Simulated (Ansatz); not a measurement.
# Al3InAs4: the cost of one run

Method: DFT PBE, scalar-relativistic, plane waves, PAW, in Ansatz 0.2.0.

## 1. The starting structure

Symmetry: Pmm2, No. 25, orthorhombic system. Conventional cell: a = 3.901 Å, b = 7.801 Å, c = 5.516 Å, α = 90.00°, β = 90.00°, γ = 90.00°. Around Al (site symmetry m) lie 4 As at 2.39 Å. Al (site symmetry mm2) is surrounded by 4 As at 2.39 Å. In (site symmetry mm2) has 4 As at 2.39 Å as nearest neighbours. As (site symmetry m) is surrounded by 3 Al at 2.39 Å and 1 In at 2.39 Å. As (site symmetry mm2) is surrounded by 2 Al at 2.39 Å and 2 In at 2.39 Å. As (site symmetry mm2) has 4 Al at 2.39 Å as nearest neighbours.

As a file:

```
Al In As
1.0
     3.90053    0.00000    0.00000
     0.00000    7.80105    0.00000
     0.00000    0.00000    5.51618
Al In As
3 1 4
Direct
  0.00000 0.75000 0.00000
  0.00000 0.25000 0.00000
  0.50000 0.50000 0.50000
  0.50000 0.00000 0.50000
  0.50000 0.75000 0.75000
  0.00000 0.00000 0.25000
  0.50000 0.25000 0.75000
  0.00000 0.50000 0.25000
```

The start is an ordering of an alloy on its end members' structure types: elements ordered on the sites of the InAs type, Al/In on In (Pmm2, No. 25).

## 2. The guess as it stands, on a coarse mesh

input.yaml

```yaml
crystal:
  lattice:
    - [3.9005255, 0.0, 0.0]
    - [0.0, 7.801051, 0.0]
    - [0.0, 0.0, 5.51617606]
  atoms:
    - { symbol: Al, position: [0.0, 0.75, 0.0] }
    - { symbol: Al, position: [0.0, 0.25, 0.0] }
    - { symbol: Al, position: [0.5, 0.5, 0.5] }
    - { symbol: In, position: [0.5, 0.0, 0.5] }
    - { symbol: As, position: [0.5, 0.75, 0.75] }
    - { symbol: As, position: [0.0, 0.0, 0.25] }
    - { symbol: As, position: [0.5, 0.25, 0.75] }
    - { symbol: As, position: [0.0, 0.5, 0.25] }
basis:
  ecutwfc: 420
kpoints:
  mp_grid: { grid: [4, 2, 4] }
hamiltonian:
  xc: pbe
scf:
  occupations: { method: gaussian, width: 0.1 }
  lower_state_search: "off"
output:
  forces: true
  stress: true
  eigenvalues: true
```

On the command line:

```console
ansatz run input.yaml --threads 1 --pin off --max-ram 2560MiB --backend cpu --events-out ev --progress --plain --runs-dir out
```

Q: Estimate wall time and peak memory on 1 thread of Intel Xeon Platinum 8259CL at 2.50GHz (Skylake/Cascade Lake), shared host.

About 11 s, with a peak of 0.47 GiB.
